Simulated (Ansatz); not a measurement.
Write a Python script for the Python package of Ansatz (0.2.0) that makes a formation energy from the elements of LiCd and its elements. Settings (first run): LDA, PAW, cutoff 450 eV, 11×11×11 k-points, cold smearing of 0.05 eV.

Contents of `licd_licd.xyz`:
```text
4
Lattice="0.0 3.33242039 3.33242039 3.33242039 0.0 3.33242039 3.33242039 3.33242039 0.0" Properties=species:S:1:pos:R:3 pbc="T T T"
Li    1.66621020    1.66621020    1.66621020
Li    0.00000000    0.00000000    0.00000000
Cd    4.99863059    4.99863059    4.99863059
Cd    3.33242039    3.33242039    3.33242039
```

Input file `licd_li.cif`:
```cif
data_Li
_cell_length_a 3.039143
_cell_length_b 3.039143
_cell_length_c 3.039143
_cell_angle_alpha 109.47122
_cell_angle_beta 109.47122
_cell_angle_gamma 109.47122
_symmetry_space_group_name_H-M 'P 1'
_symmetry_Int_Tables_number 1
loop_
_symmetry_equiv_pos_as_xyz
'x, y, z'
loop_
_atom_site_label
_atom_site_type_symbol
_atom_site_fract_x
_atom_site_fract_y
_atom_site_fract_z
Li1 Li    0.000000    0.000000    0.000000
```

The script reads `licd_cd.vasp`:
```text
Cd
1.0
   2.97887000    0.00000000    0.00000000
  -1.48943500    2.57977709    0.00000000
   0.00000000    0.00000000    5.61765000
Cd
2
Direct
   0.33333333    0.66666667    0.25000000
   0.66666667    0.33333333    0.75000000
```

`formation.py`:
```python
"""Formation energy of LiCd from the elements, after relaxing cells and atoms."""

from collections import Counter
import warnings

import ansatz as az
from ase.io import read
import numpy as np
import pandas as pd


def run_phase(name, crystal):
    calc = (
        crystal.calculation()
        .functional(az.Functional.LDA)
        .basis(450)
        .kpoints(spacing=0.15)
        .occupations("cold", width=0.05)  # smearing steadies the SCF of a metal
        .stress()
    )
    calc = calc.relax(force_tolerance=0.01, cell=True)
    return calc.run(threads=1)


def counts(outcome):
    return Counter(site.symbol for site in outcome.lattice.sites)

def formation_energy(outcome, mu):
    n = counts(outcome)
    return (outcome.report["energy_sigma0_ev"] - sum(k * mu[element] for element, k in n.items())) / sum(n.values())


def volume_per_atom(outcome):
    return abs(np.linalg.det(outcome.lattice.cell_ang)) / len(outcome.lattice.sites)

warnings.simplefilter("ignore", az.DeckWarning)

phases = {}
licd = az.Crystal.from_extxyz("licd_licd.xyz")
phases["LiCd"] = licd
atoms = read("licd_li.cif")
li = az.Crystal.from_ase(atoms)
phases["Li"] = li
atoms = read("licd_cd.vasp", format="vasp")
cd = az.Crystal.from_ase(atoms)
phases["Cd"] = cd

done = {name: run_phase(name, crystal) for name, crystal in phases.items()}

# energy of one atom in its reference phase
references = {"Li": "Li", "Cd": "Cd"}
mu = {element: done[name].report["energy_sigma0_ev"] / len(done[name].lattice.sites) for element, name in references.items()}

target = done["LiCd"]
heat = formation_energy(target, mu)
rows = [(name, len(o.lattice.sites), volume_per_atom(o), formation_energy(o, mu)) for name, o in done.items()]
print(pd.DataFrame(rows, columns=["phase", "atoms", "V (A^3/atom)", "E_form (eV/atom)"]).round(4).to_string(index=False))
```

```console
$ python formation.py
phase  atoms  V (A^3/atom)  E_form (eV/atom)
 LiCd      4       17.0127           -0.3036
   Li      1       19.0362            0.0000
   Cd      2       20.0331            0.0000
```

Reading the output:
- The cells come from databases of deposited and of computed structures, and not all need be stable phases.
- The compound is the structure given, not necessarily its lowest; energies are at zero temperature, with no correction for gases. A semilocal functional's error on such energies is often 0.05 to 0.1 eV an atom, and 0.1 to 0.3 eV against gases such as O2 or F2.
- Timing: 53 s on 1 thread of Arm Neoverse V2 (shared host), peak memory 0.57 GiB.
